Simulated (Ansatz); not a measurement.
# BHLYP/6-31G(d) (spherical functions) run of Si2NH6Cl (SMILES N[SiH]([SiH3])Cl)

What is the electronic atomisation energy of Si2NH6Cl at BHLYP/6-31G* (spherical functions)? 

The results are computed with Ansatz 0.2.0.

68 further runs of the same task are left out: 2 that didn't finish, 66 set aside as unsound or not needed.

### Step 1. The molecule

The species is Si2NH6Cl (10 atoms), meant as a singlet with charge 0. As SMILES, `N[SiH]([SiH3])Cl`. The coordinates come from a PBE0-D4/def2-TZVP relaxation. This is one conformer, not always the lowest.

Bond lengths: N1–Si2 1.706 Å, Si2–Si3 2.336 Å, Si2–Cl4 2.083 Å, N1–H5 1.008 Å, N1–H6 1.008 Å, Si2–H7 1.482 Å, Si3–H8 1.486 Å, Si3–H9 1.489 Å, Si3–H10 1.488 Å. Some angles: N1–Si2–Si3 109.4°, N1–Si2–Cl4 114.5°, Si3–Si2–Cl4 106.1°, N1–Si2–H7 107.1°, Si3–Si2–H7 114.7°, Cl4–Si2–H7 105.1°, Si2–N1–H5 120.5°, Si2–N1–H6 120.3°, Si2–Si3–H8 110.2°, Si2–Si3–H9 108.8°.

### Step 2. A single-point energy at BHLYP/6-31G(d) (spherical functions)

molecule.yaml

```yaml
crystal:
  periodic: [false, false, false]
  atoms:
    - {symbol: N, position_ang: [-0.500400, 1.640400, -0.476600]}
    - {symbol: Si, position_ang: [-0.088700, 0.024400, -0.834700]}
    - {symbol: Si, position_ang: [0.678000, -1.030800, 1.103600]}
    - {symbol: Cl, position_ang: [-1.669600, -1.135800, -1.538400]}
    - {symbol: H, position_ang: [-1.066800, 1.857300, 0.327900]}
    - {symbol: H, position_ang: [-0.657600, 2.302300, -1.220500]}
    - {symbol: H, position_ang: [0.889100, 0.060000, -1.948200]}
    - {symbol: H, position_ang: [0.872200, -2.482600, 0.855100]}
    - {symbol: H, position_ang: [-0.336100, -0.853800, 2.179500]}
    - {symbol: H, position_ang: [1.962900, -0.432600, 1.555400]}
basis:
  gaussian:
    orbitals: 6-31G_st_-spherical.json
hamiltonian:
  xc: {name: BHLYP}
accuracy: high
output:
  orbitals: {seedname: orbitals}
```

The basis set 6-31G* is read from a file made from the Basis Set Exchange's data (not shown).

On the command line:

```bash
ansatz run molecule.yaml --threads 1 --pin off --max-ram 3480MiB --events-out events.jsonl --progress --plain --runs-dir runs
```

Standard output:

```text
Warning: RAYON_NUM_THREADS=1 ignored (pool sized by the plan → 1); use --threads N
Functional definition: BHLYP
  name "BHLYP"
  parameter a = 0.5
  exchange = (1 - a)*b88_x + a*exact_x
  correlation = lyp_c
1819 factors; integrals over basis functions are off by at most 3.5e-9 eV
mean field evaluation 1: about -29861.5505 eV, gradient 4.1e1 eV
mean field evaluation 2: about -29861.1231 eV, gradient 4.3e1 eV
mean field evaluation 4: about -29864.9937 eV, gradient 9.5e-1 eV
mean field evaluation 8: about -29865.0769 eV, gradient 2.0e-2 eV
mean field evaluation 16: about -29865.0769 eV, gradient 1.9e-6 eV
mean field -29865.07690526 eV, -1097.5213329919 hartree, gradient 5.2e-8 eV, S^2 0.000000; 0 other end points of the search recorded, 0 dependent functions left out
reference -29865.07693611 eV, -1097.5213341259 hartree; 29, 29 occupied and 51, 51 virtual orbitals, 1819 factors
Total energy: -29865.07693611 eV, -1097.5213341259 hartree
```

It took 9.9 s on 1 thread of Arm Neoverse V1, shared host; peak memory 0.28 GiB.

### Step 3. The Cl atom

in.yaml

```yaml
basis:
  gaussian: {orbitals: 6-31G_st_-spherical.json}
crystal:
  periodic: [false, false, false]
  atoms:
    - {symbol: Cl, position_ang: [0.000000, 0.000000, 0.000000]}
magnetization: {spin_polarized: true, initial_magnetization: 1}
hamiltonian: {xc: {name: BHLYP}}
accuracy: high
```

The basis set 6-31G* is read from a file made from the Basis Set Exchange's data (not shown).

Run the same way, it converges to -460.12470 Eh (log not shown).

### Step 4. The H atom, same level

input.yaml

```yaml
crystal:
  periodic: [false, false, false]
  atoms:
    - {symbol: H, position_ang: [0.000000, 0.000000, 0.000000]}
basis:
  gaussian:
    orbitals: "6-31G*"
magnetization:
  spin_polarized: true
  initial_magnetization: 1
hamiltonian:
  xc: {name: BHLYP}
accuracy: high
```

On the command line:

```bash
ansatz run input.yaml --threads 1 --pin off --max-ram 3480MiB --events-out events.jsonl --progress --plain --runs-dir runs
```

Standard output:

```text
Warning: RAYON_NUM_THREADS=1 ignored (pool sized by the plan → 1); use --threads N
[... 5 set-up lines as earlier in the session ...]
3 factors; integrals over basis functions are off by at most 5.4e-10 eV
mean field evaluation 1: about -13.5143 eV, gradient 7.8e-1 eV
mean field evaluation 2: about -13.5199 eV, gradient 1.3e-1 eV
mean field evaluation 4: about -13.5195 eV, gradient 9.6e-5 eV
mean field evaluation 8: about -13.5195 eV, gradient 6.1e-10 eV
mean field -13.51953907 eV, -0.4968338969 hartree, gradient 6.4e-9 eV, S^2 0.750000; 0 other end points of the search recorded, 0 dependent functions left out
reference -13.51955128 eV, -0.4968343455 hartree; 1, 0 occupied and 1, 2 virtual orbitals, 3 factors
Total energy: -13.51955128 eV, -0.4968343455 hartree
```

It took 0.1 s on 1 thread of Arm Neoverse V1, shared host.

### Step 5. The N atom at the same level

molecule.yaml

```yaml
crystal:
  periodic: [false, false, false]
  atoms:
    - {symbol: N, position_ang: [0.000000, 0.000000, 0.000000]}
basis:
  gaussian:
    orbitals: 6-31G_st_-spherical.json
magnetization:
  spin_polarized: true
  initial_magnetization: 3
hamiltonian:
  xc: {name: BHLYP}
accuracy: high
```

The basis set 6-31G* is read from a file made from the Basis Set Exchange's data (not shown).

Run the same way, it converges to -54.57155 Eh (log not shown).

### Step 6. The Si atom at the same level

molecule.yaml

```yaml
crystal:
  periodic: [false, false, false]
  atoms:
    - {symbol: Si, position_ang: [0.000000, 0.000000, 0.000000]}
basis:
  gaussian:
    orbitals: 6-31G_st_-spherical.json
total_charge: 0
magnetization:
  spin_polarized: true
  initial_magnetization: 2
accuracy: high
hamiltonian:
  xc: {name: BHLYP}
```

The basis set 6-31G* is read from a file made from the Basis Set Exchange's data (not shown).

Run the same way, it converges to -289.35663 Eh (log not shown).

### Step 7. What came out

At BHLYP/6-31G* (spherical functions):

| quantity | value |
| --- | --- |
| molecule: total energy | -1097.52133 Eh |
| molecule: HOMO energy | -8.98 eV |
| molecule: LUMO energy | 1.08 eV |
| molecule: HOMO–LUMO gap | 10.06 eV |
| Cl atom: total energy | -460.12470 Eh |
| Cl atom: ⟨S²⟩ | 0.752 |
| H atom: total energy | -0.49683 Eh |
| H atom: ⟨S²⟩ | 0.750 |
| N atom: total energy | -54.57155 Eh |
| N atom: ⟨S²⟩ | 3.753 |
| Si atom: total energy | -289.35663 Eh |
| Si atom: ⟨S²⟩ | 2.003 |
| electronic atomisation energy | 30.771 eV |

Taking the molecule apart into free atoms costs 30.77 eV (2969 kJ/mol), before zero-point energy and without spin-orbit coupling.
